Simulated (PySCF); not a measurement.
# A diatomic session: SiAs

An exercise on one series of results from a longer session: the logs are not shown, and one member is left open.

Method: Si cc-pV(D+d)Z, As cc-pVDZ-PP with ECP10, scalar-relativistic core potentials; program: PySCF 2.14.0.

The first run:

Settings of the job:

| Item | Value |
| --- | --- |
| atoms | Si, As |
| charge | 0 |
| basis | Si cc-pV(D+d)Z, As cc-pVDZ-PP with ECP10 |
| Hamiltonian | scalar-relativistic core potentials |
| basis functions | 46 |
| electrons treated | 37 |
| masses in u | 27.9769, 74.9216 |
| levels | PBE0, PBE, r²SCAN, M06, TPSS, M06-L, HF, MP2, SCS-MP2, CCSD, CCSD(T) |
| grid | 80 radial by 434 angular points |
| occupations | held fixed by the projection of orbital angular momentum |
| dissociation limit | Si + As, each in its ground configuration |
| starting distance in angstrom | 2.290 |
| values of 2S to try | 1, 3, 5 |

On the command line:

```console
OMP_NUM_THREADS=1 python dia.py task.json out
```

Steps of the session up to this table: The job; PBE0 along the bond; Excited determinants; PBE; r²SCAN; M06 (hybrid meta-GGA); TPSS (meta-GGA); M06-L (meta-GGA); ROHF; Correlated methods on the Hartree–Fock reference.

One table of the session follows, with a row left open; its other results are not shown here.

It belongs to the step «Constants by level of theory». Differences from CCSD(T) in the same basis:

| level | Re (mÅ) | ωe (%) |
| --- | --- | --- |
| ROHF | -62 | +16.4 |
| ROHF-MP2 | -17 | +5.3 |
| ROHF-SCS-MP2 | -17 | +4.8 |
| ROHF-CCSD | -16 | +4.6 |
| PBE | -2 | +0.3 |
| TPSS | -12 | +2.0 |
| r²SCAN | ? | ? |
| M06-L | -28 | +5.9 |
| PBE0 | -34 | +7.4 |
| M06 | -31 | +6.1 |

Q: Estimate the row for r²SCAN from the others.

As computed: Re (mÅ): -26; ωe (%): +5.0. In the column «Re (mÅ)» it lies between M06-L (-28) and ROHF-MP2 (-17).
